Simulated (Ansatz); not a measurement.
**C (Fd-3m): band structure, by script**

Does C (Fd-3m) have a gap, and where are its band edges? The task is a band structure, for C (Fd-3m).

Computed with Ansatz 0.2.0, driven from Python. Level of theory: DFT PBE, plane waves, PAW.

**1. The structure**

Symmetry: Fd-3m, No. 227, cubic system. Conventional cell: a = 3.567 Å, b = 3.567 Å, c = 3.567 Å, α = 90.00°, β = 90.00°, γ = 90.00°. C (site symmetry -43m) has 4 C at 1.54 Å as nearest neighbours.

The script reads POSCAR:

```text
C
1.0
   0.00000000    1.78337000    1.78337000
   1.78337000    0.00000000    1.78337000
   1.78337000    1.78337000    0.00000000
C
2
Direct
   0.00000000    0.00000000    0.00000000
   0.25000000    0.25000000    0.25000000
```

**2. The script**

c.py reads:

```python
"""Band structure of C."""

import warnings

import ansatz as az
from ase.io import read
import numpy as np

warnings.simplefilter("ignore", az.DeckWarning)

atoms = read("POSCAR", format="vasp")
system = az.Crystal.from_ase(atoms)

# high-symmetry points in fractions of the reciprocal vectors
path = [
    ("K", (0.375, 0.375, 0.75)),
    ("G", (0.0, 0.0, 0.0)),
    ("L", (0.5, 0.5, 0.5)),
    ("W", (0.5, 0.25, 0.75)),
    ("X", (0.5, 0.0, 0.5)),
]
calculation = (
    system.calculation()
    .functional(az.Functional.PBE)
    .occupations("fixed")
    .basis(450)
    .kpoints(10)
    .pseudopotentials("paw")
    .band_structure([point for _, point in path], intervals=10)
    .scf(extra_bands=10)
)
session = calculation.session()
planned = session.plan(threads=1)
res = planned.execute()
report = res.report

energy = report["free_energy_ev"]
print("F of the C cell: {:.6f} eV = {:.6f} Ry = {:.6f} Ha".format(energy, energy / 13.605693, energy / 27.211386))
print("Fermi level {:.4f} eV, {} k-points, {} symmetry operations".format(report["fermi_energy_ev"], report["n_kpoints"], report["n_symmetry_ops"]))

bands = res.band_structure()
fermi = bands.fermi_energy_ev
print(f"zero of the bands: {fermi:.3f} eV, the Fermi level found on the SCF mesh")
levels = bands.channels[0].eigenvalues_ev - fermi
filled = round(report["n_electrons"]) // 2
valence, conduction = levels[:, filled - 1], levels[:, filled]
print("k (fractions)              top valence  bottom conduction (eV)")
for k, lo, hi in zip(bands.kpoints_frac, valence, conduction):
    print(f"{k[0]:7.3f} {k[1]:7.3f} {k[2]:7.3f} {lo:12.3f} {hi:13.3f}")
print(f"on this path: least direct gap {np.min(conduction - valence):.3f} eV, least gap {conduction.min() - valence.max():.3f} eV")
```

**3. The run**

The run is started by

```bash
python c.py
```

Q: Predict the main results. Wanted: free energy; gap on the path; valence top / conduction bottom.

The runs gave:

| quantity | value |
| --- | --- |
| free energy | -501.6203 eV (-250.8102 eV/atom) |
| gap on the path | 4.77 eV, indirect |
| valence top / conduction bottom | at Γ / at X |

**Reading.** Along this path the gap is 4.77 eV and indirect, from the valence top at Γ to the conduction bottom at X. Semilocal functionals usually give gaps below the measured ones. Notes:
- Under fixed occupations the level called the Fermi level is the highest filled one on the SCF mesh; off the mesh a filled band can lie a little above it.
- Only differences from the Fermi energy are physical; the zero of the scale is a convention.
- Levels are Kohn-Sham eigenvalues on this mesh.
